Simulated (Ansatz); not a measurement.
# Cl2GaH2N: molecular dynamics

Purpose: to follow the molecule's vibrations and see whether its bonds hold. The start is relaxed first. Runs: 300 steps of 0.25 fs at constant energy (fourth-order Milne integrator), with velocities drawn for 700 K.

Program: Ansatz 0.2.0. Level of theory: RKS PBE/def2-SVP. These are calculated values, not measurements.

## 1. The starting structure

Bond lengths: Ga1–Cl2 2.240 Å, Ga1–Cl3 2.240 Å, Ga1–N4 1.930 Å, N4–H5 1.060 Å, N4–H6 1.060 Å. Angles: Cl2–Ga1–Cl3 120.0°, Cl2–Ga1–N4 120.0°, Cl3–Ga1–N4 120.0°, Ga1–N4–H5 120.0°, Ga1–N4–H6 120.0°, H5–N4–H6 120.0°.

Coordinates:

```xyz
6

Ga    0.0000    0.0000    0.0000
Cl    0.0000    0.0000    2.2400
Cl    1.9398    0.0000   -1.1200
N    -1.6714    0.0000   -0.9650
H    -2.3403   -0.8164   -0.8664
H    -1.9204    0.8164   -1.5936
```

## 2. Preparing the start

input.yaml reads:

```yaml
crystal:
  periodic: [false, false, false]
  atoms:
    - { symbol: Ga, position_ang: [0.0, 0.0, 0.0] }
    - { symbol: Cl, position_ang: [0.0, 0.0, 2.24] }
    - { symbol: Cl, position_ang: [1.9398, 0.0, -1.12] }
    - { symbol: "N", position_ang: [-1.6714, 0.0, -0.965] }
    - { symbol: H, position_ang: [-2.3403, -0.8164, -0.8664] }
    - { symbol: H, position_ang: [-1.9204, 0.8164, -1.5936] }
basis:
  gaussian: { orbitals: def2-SVP }
hamiltonian:
  xc: pbe
relax:
  f_tol: 0.02
  max_steps: 40
```

Launch:

```console
> ansatz run input.yaml --threads 1 --pin off --max-ram 2048MiB --backend cpu --events-out ev --progress --plain --runs-dir out
```

The runs that follow: Dynamics.

Q: Predict the outcome of this session. Wanted: relaxation of the start; temperature, first and last step; temperature, second half; potential energy, second half; largest change of the total energy; bonds formed or broken.

**Answer**, as computed:

```
                          quantity                         value
           relaxation of the start       9 moves, 0.636 eV lower
                            length          300 steps of 0.25 fs
  temperature, first and last step                 700 and 468 K
          temperature, second half  mean 304 K, from 97 to 481 K
     potential energy, second half   +34 meV/atom from the start
largest change of the total energy                 0.00 meV/atom
            bonds formed or broken                             0
```

The temperature starts at 700 K and averages 304 K in the second half, where it ranges from 97 to 481 K; a mean near half the start is what vibrations about a minimum give, since they share energy equally between motion and strain. The total energy strays from its start by at most 0.00 meV/atom, under 0.1 % of the mean kinetic energy, so a step of 0.25 fs is short enough over this time. The bonds all hold. A run of 75 fs with 6 atoms shows the motion but fixes no equilibrium value.
